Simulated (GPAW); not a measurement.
ZnMo3:

```
Mo Zn
1.0
     3.77866    0.00000    0.00000
     0.00000    3.77866    0.00000
     0.00000    0.00000    3.77866
Mo Zn
3 1
Direct
  0.50000 0.50000 0.00000
  0.50000 0.00000 0.50000
  0.00000 0.50000 0.50000
  0.00000 0.00000 0.00000
```

The cell comes from a database or a generator and needn't be the stable form of this composition.

The cell isn't the ideal one: volume scaled by 0.88.

| Quantity | Value |
| --- | --- |
| Program | GPAW 26.7.0 |
| Task | relaxation of cell and atoms |
| Functional | PBEsol |
| Dispersion | D3(BJ) |
| Potentials or basis | PAW data sets generated in the run's folder for this functional |
| Cutoff | 600 eV |
| Basis | pw |
| k mesh | 7 × 7 × 7 |
| Occupations | methfessel-paxton, width 0.2 eV |
| Spin | no spin polarisation |

At the start: pressure 15.6 GPa; volume 13.49 Å³/atom.

Question: How do energy, volume and symmetry change on relaxing?

Answer: Over 12 steps the energy falls by 35.9 meV/atom and the volume is 14.27 Å³/atom (+5.8 %); space group Pm-3m (No. 221, to 0.05 Å).

The path:
```csv
step,energy change (eV),largest force (eV/Å),pressure (GPa),volume (Å³)
1,0.0000,0.0000,15.60,53.95
2,-0.0470,0.0000,12.58,54.49
3,-0.1081,0.0000,7.38,55.47
4,-0.1425,0.0000,1.31,56.74
5,-0.1294,0.0000,-4.41,58.09
6,-0.1306,0.0000,-4.23,58.05
7,-0.1327,0.0000,-3.89,57.96
8,-0.1354,0.0000,-3.39,57.84
9,-0.1384,0.0000,-2.75,57.68
10,-0.1411,0.0000,-1.99,57.50
11,-0.1430,0.0000,-1.14,57.30
12,-0.1438,0.0000,-0.23,57.09
```

Final structure:
```
Mo Zn
1.0
     3.85052    0.00000    0.00000
     0.00000    3.85052    0.00000
     0.00000    0.00000    3.85052
Mo Zn
3 1
Direct
  0.50000 0.50000 0.00000
  0.50000 0.00000 0.50000
  0.00000 0.50000 0.50000
  0.00000 0.00000 0.00000
```

Caveat: later steps reuse the first step's grids; this smearing can pin the Fermi level at a band edge; pairwise dispersion overbinds metals, which lowers pressure and volume.
